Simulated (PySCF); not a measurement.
# CuH4O4 ([Cu(OH)4]2-): the cost of one run

Programs: PySCF 2.14.0, with routines of our own; each step states its level. All values are computed. Atoms count from 0.

## Step 1: The starting structure

9 atoms, charge -2, states of the metal's open shell are computed; geometry from: model start, shaken.

## Step 2: Relaxing the molecule at PBE0-D3(BJ)/def2-TZVP

What the job is given:

```
{"job": {"xc": "PBE0", "basis": "def2-TZVP", "d3": "d3bj", "grid": 1, "maxiter": 45, "solvent": "water", "kind": "geom"}, "charge": -2, "metal": "Cu", "open_shell": "d9"}
Cu     0.000020     0.004480    -0.004110
O      1.229900     1.236440     0.805000
H      1.024540     2.175110     1.040710
O     -1.252570    -1.235910     0.825230
H     -1.022060    -2.168970     1.047650
O     -1.232830     1.223100    -0.826740
H     -2.183530     1.004290    -1.075720
O      1.239730    -1.262270    -0.815810
H      2.157360    -1.026440    -1.085840
```

Command:

```sh
$ OMP_NUM_THREADS=1 python lf_run.py task.json out
```

This one command runs all jobs of the session in turn.

Q: Estimate the wall time and peak memory of this first job on 1 thread of Intel Xeon Platinum 8375C at 2.90GHz, shared host.

About 8.7 min, with a peak of 1.4 GiB.
